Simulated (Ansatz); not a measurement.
# In5Sb5 wurtzite bond disc (In5Sb5H18): a short trajectory

Aim: follow In5Sb5 wurtzite bond disc (In5Sb5H18) for 15 steps with a Langevin thermostat (300 K) and see how far bonds stretch and how energy moves between motion and potential.

Method: BLYP/def2-SVP with D3(BJ) with three-body dispersion; program: Ansatz 0.2.0, Gaussian basis.

**1. Structure used throughout**

The structure was relaxed beforehand with PBE-D4/def2-SVP. Sb, In take the def2 core potential; no spin-orbit term is included.

28 atoms, charge 0, spin multiplicity 1.

Atoms are counted from 1 here; the program's logs count them from 0.

Bond lengths: Sb1–In2 2.933 Å, Sb1–In6 2.902 Å, Sb1–H11 1.722 Å, Sb1–H12 1.720 Å, In2–Sb3 2.893 Å, In2–H13 1.739 Å, In2–H14 1.739 Å, Sb3–In4 2.893 Å, Sb3–In8 2.827 Å, Sb3–H15 1.724 Å, In4–Sb5 2.933 Å, In4–H16 1.739 Å, In4–H17 1.740 Å, Sb5–In10 2.902 Å, Sb5–H18 1.720 Å, Sb5–H19 1.722 Å, In6–Sb7 2.931 Å, In6–H20 1.737 Å and more. Angles: In2–Sb1–In6 135.9°, In2–Sb1–H11 105.6°, In2–Sb1–H12 106.3°, In6–Sb1–H11 103.8°, In6–Sb1–H12 103.5°, H11–Sb1–H12 94.3°, Sb1–In2–Sb3 100.9°, Sb1–In2–H13 104.3°, Sb1–In2–H14 104.0°, Sb3–In2–H13 107.3°, Sb3–In2–H14 107.3°, H13–In2–H14 129.5°, In2–Sb3–In4 114.7°, In2–Sb3–In8 116.4°, In2–Sb3–H15 103.7°, In4–Sb3–In8 116.5°, In4–Sb3–H15 103.7°, In8–Sb3–H15 98.3° and more.

**2. Dynamics**

in.yaml reads:

```yaml
crystal:
  periodic: [false, false, false]
  atoms:
    - {symbol: Sb, position_ang: [1.275168, -4.375339, -0.412726]}
    - {symbol: In, position_ang: [-1.379910, -3.614680, 0.574228]}
    - {symbol: Sb, position_ang: [-1.276340, -0.739758, 0.264952]}
    - {symbol: In, position_ang: [-3.820766, 0.602083, 0.573846]}
    - {symbol: Sb, position_ang: [-3.158754, 3.284792, -0.410674]}
    - {symbol: In, position_ang: [4.006261, -3.531921, 0.090644]}
    - {symbol: Sb, position_ang: [3.160465, -0.726507, 0.005972]}
    - {symbol: In, position_ang: [0.976874, 0.563712, 1.367227]}
    - {symbol: Sb, position_ang: [0.945326, 3.099789, 0.006043]}
    - {symbol: In, position_ang: [-1.065314, 5.231673, 0.090089]}
    - {symbol: H, position_ang: [1.344315, -6.091075, -0.279509]}
    - {symbol: H, position_ang: [1.168148, -4.383913, -2.129007]}
    - {symbol: H, position_ang: [-2.475982, -4.226483, -0.629752]}
    - {symbol: H, position_ang: [-1.306924, -3.954344, 2.278317]}
    - {symbol: H, position_ang: [-0.897674, -0.520965, -1.402762]}
    - {symbol: H, position_ang: [-4.898412, -0.043884, -0.628745]}
    - {symbol: H, position_ang: [-4.076385, 0.833971, 2.278769]}
    - {symbol: H, position_ang: [-3.229456, 3.202748, -2.126784]}
    - {symbol: H, position_ang: [-4.609452, 4.201526, -0.265390]}
    - {symbol: H, position_ang: [4.976891, -3.808850, -1.323241]}
    - {symbol: H, position_ang: [4.343421, -3.834903, 1.766831]}
    - {symbol: H, position_ang: [2.724013, -0.430110, -1.630617]}
    - {symbol: H, position_ang: [4.487224, 0.371427, -0.002011]}
    - {symbol: H, position_ang: [1.199441, 0.692273, 3.085871]}
    - {symbol: H, position_ang: [0.983621, 2.571612, -1.630154]}
    - {symbol: H, position_ang: [2.558707, 3.701731, -0.002889]}
    - {symbol: H, position_ang: [-1.156306, 5.679711, 1.765271]}
    - {symbol: H, position_ang: [-0.820801, 6.206984, -1.326398]}
basis:
  gaussian: {orbitals: def2-SVP}
hamiltonian: {xc: {name: BLYP}, dispersion: d3bjatm}
md: {timestep: 2 fs, n_steps: 15, ensemble: nvt_langevin, temperature: 300, initial_velocities: maxwell_boltzmann, friction: 0.01, seed: 835}
scf: {omitted_lower_state_checks: [starts]}
```

The run is started by

```
$ ansatz run in.yaml --threads 2 --pin off --events-out ev --progress --plain --max-ram 31744MiB --backend cuda --devices 0, --max-vram 18GiB
```

The log of the run, cut to the lines that bear on the results:

```text
Functional definition: BLYP
  name "BLYP"
  cite "Becke, Phys. Rev. A 38, 3098 (1988) doi:10.1103/PhysRevA.38.3098"
  cite "Lee, Yang & Parr, Phys. Rev. B 37, 785 (1988) doi:10.1103/PhysRevB.37.785"
[...]
4204 factors; their error is unknown
[...]
mean field -58835.22044438 eV, -2162.1544713863 hartree, gradient 3.5e-5 eV, S^2 0.000000; 0 other end points of the search recorded, 0 dependent functions left out
[...]
reference -58835.22134222 eV, -2162.1545043811 hartree; 119, 119 occupied and 231, 231 virtual orbitals, 4204 factors
md step     0: t =     0.00 fs  T =   289.3 K  F+E_penalty+E_count = -58838.19462593 eV  E_kin = 1.047006 eV  (29 SCF iters)
[...]
md step     4: t =     8.00 fs  T =   171.6 K  F+E_penalty+E_count = -58837.92389129 eV  E_kin = 0.620941 eV  (30 SCF iters, 3 dispersion substeps)
[...]
md step     8: t =    16.00 fs  T =   158.6 K  F+E_penalty+E_count = -58837.78392143 eV  E_kin = 0.573993 eV  (31 SCF iters, 3 dispersion substeps)
[...]
md step    12: t =    24.00 fs  T =   197.4 K  F+E_penalty+E_count = -58837.81377102 eV  E_kin = 0.714276 eV  (30 SCF iters, 3 dispersion substeps)
[...]
md step    14: t =    28.00 fs  T =   232.3 K  F+E_penalty+E_count = -58837.92686941 eV  E_kin = 0.840580 eV  (29 SCF iters, 3 dispersion substeps)
[...]
md step    15: t =    30.00 fs  T =   228.4 K  F+E_penalty+E_count = -58837.80736288 eV  E_kin = 0.826717 eV  (14 SCF iters, 3 dispersion substeps)
[...]
Atom 12 at    -2.424170    -4.218885    -0.642562 Å, force     0.050949     0.023161     0.231820 eV/Å
Atom 13 at    -1.225793    -3.664793     2.300669 Å, force    -0.022885    -0.216121     0.591149 eV/Å
Atom 14 at    -0.996192    -0.485401    -1.364549 Å, force     0.216257     0.130534    -0.812775 eV/Å
Atom 15 at    -5.068751    -0.144303    -0.302637 Å, force     0.044322     0.056670    -0.133770 eV/Å
Atom 16 at    -3.969860     0.916717     2.375869 Å, force     0.033885     0.035031    -0.017372 eV/Å
Atom 17 at    -3.297530     3.072847    -2.177959 Å, force    -0.029629     0.146252     0.297974 eV/Å
Atom 18 at    -4.550809     4.328383    -0.244861 Å, force     0.170063    -0.230767    -0.127258 eV/Å
Atom 19 at     5.147606    -4.245747    -1.233660 Å, force    -0.476085     0.404157     0.550022 eV/Å
Atom 20 at     4.359560    -3.622987     1.822814 Å, force     0.049145    -0.062116     0.065148 eV/Å
Atom 21 at     2.821033    -0.268681    -1.575919 Å, force    -0.273168     0.182790    -0.748242 eV/Å
Atom 22 at     4.561133     0.226976     0.058832 Å, force    -0.171993    -0.006956     0.136004 eV/Å
Atom 23 at     1.073984     0.699271     3.166155 Å, force     0.034173    -0.075974    -0.336641 eV/Å
Atom 24 at     1.120547     2.530452    -1.634977 Å, force    -0.064522     0.211890     0.552816 eV/Å
Atom 25 at     2.622268     3.657601     0.090958 Å, force    -0.023124     0.056900     0.010433 eV/Å
Atom 26 at    -1.274405     5.378333     1.756416 Å, force     0.032039     0.222933    -0.063533 eV/Å
Atom 27 at    -0.748745     6.411787    -1.338071 Å, force    -0.156675    -0.382042     0.511695 eV/Å
Dipole moment:     0.244701     0.232141    -0.194567 e Å
Checks for a lower state left out: starts
```

Wall time 60 s (1 × H100 (card shared with other runs) with 2 threads of AMD EPYC 7R13, shared host); peak host memory 1.1 GiB.

**3. The trajectory**

Step by step, with energies from the first frame:

| time (fs) | T (K) | potential (meV) | In6–H20 (Å) |
| --- | --- | --- | --- |
| 0.0 | 289 | 0.0 | 1.737 |
| 2.0 | 251 | 92.4 | 1.683 |
| 4.0 | 191 | 260.5 | 1.656 |
| 6.0 | 168 | 311.7 | 1.679 |
| 8.0 | 172 | 270.7 | 1.735 |
| 10.0 | 172 | 284.9 | 1.795 |
| 12.0 | 135 | 393.1 | 1.836 |
| 14.0 | 139 | 477.2 | 1.845 |
| 16.0 | 159 | 410.7 | 1.817 |
| 18.0 | 211 | 287.8 | 1.754 |
| 20.0 | 194 | 304.0 | 1.681 |
| 22.0 | 181 | 397.7 | 1.637 |
| 24.0 | 197 | 380.9 | 1.649 |
| 26.0 | 254 | 269.0 | 1.708 |
| 28.0 | 232 | 267.8 | 1.779 |
| 30.0 | 228 | 387.3 | 1.835 |

Positions (Å) and forces (eV/Å) at 30.0 fs:

```xyz
28

Sb    1.305   -4.373   -0.437   -0.035   -0.322    1.065
In   -1.402   -3.560    0.624    0.015   -0.222   -0.748
Sb   -1.263   -0.729    0.266   -0.459    0.063    0.541
In   -3.825    0.621    0.654   -0.018   -0.027    0.291
Sb   -3.144    3.301   -0.447   -0.370   -0.110   -0.375
In    4.058   -3.627    0.107    0.366   -0.196   -0.467
Sb    3.122   -0.754   -0.004    0.735   -0.301    0.492
In    0.966    0.536    1.398    0.067    0.388    0.431
Sb    0.974    3.132    0.033    0.160   -0.372   -0.599
In   -1.083    5.277    0.019    0.281    0.329   -0.259
H     1.384   -6.129   -0.515   -0.092    0.388   -0.279
H     1.258   -3.924   -2.050   -0.062   -0.115   -0.800
H    -2.424   -4.219   -0.643    0.051    0.023    0.232
H    -1.226   -3.665    2.301   -0.023   -0.216    0.591
H    -0.996   -0.485   -1.365    0.216    0.131   -0.813
H    -5.069   -0.144   -0.303    0.044    0.057   -0.134
H    -3.970    0.917    2.376    0.034    0.035   -0.017
H    -3.298    3.073   -2.178   -0.030    0.146    0.298
H    -4.551    4.328   -0.245    0.170   -0.231   -0.127
H     5.148   -4.246   -1.234   -0.476    0.404    0.550
H     4.360   -3.623    1.823    0.049   -0.062    0.065
H     2.821   -0.269   -1.576   -0.273    0.183   -0.748
H     4.561    0.227    0.059   -0.172   -0.007    0.136
H     1.074    0.699    3.166    0.034   -0.076   -0.337
H     1.121    2.530   -1.635   -0.065    0.212    0.553
H     2.622    3.658    0.091   -0.023    0.057    0.010
H    -1.274    5.378    1.756    0.032    0.223   -0.064
H    -0.749    6.412   -1.338   -0.157   -0.382    0.512
```

**4. Summary of results**

| quantity | value |
| --- | --- |
| length | 15 steps of 2.0 fs |
| temperature, first and last frame | 289, 228 K |
| temperature, second half | mean 207 K, from 159 to 254 K |
| swing of the potential | 477 meV |
| range of In6–H20 | 1.637 to 1.845 Å |

What this shows: From 289 K at the start the temperature swings between 135 and 289 K: with 28 atoms it has no steady value yet; starting near a minimum, about half of the kinetic energy flows into the potential. In6–H20 swings most, by 0.21 Å; no bond breaks. A run of 30 fs gives no averages.
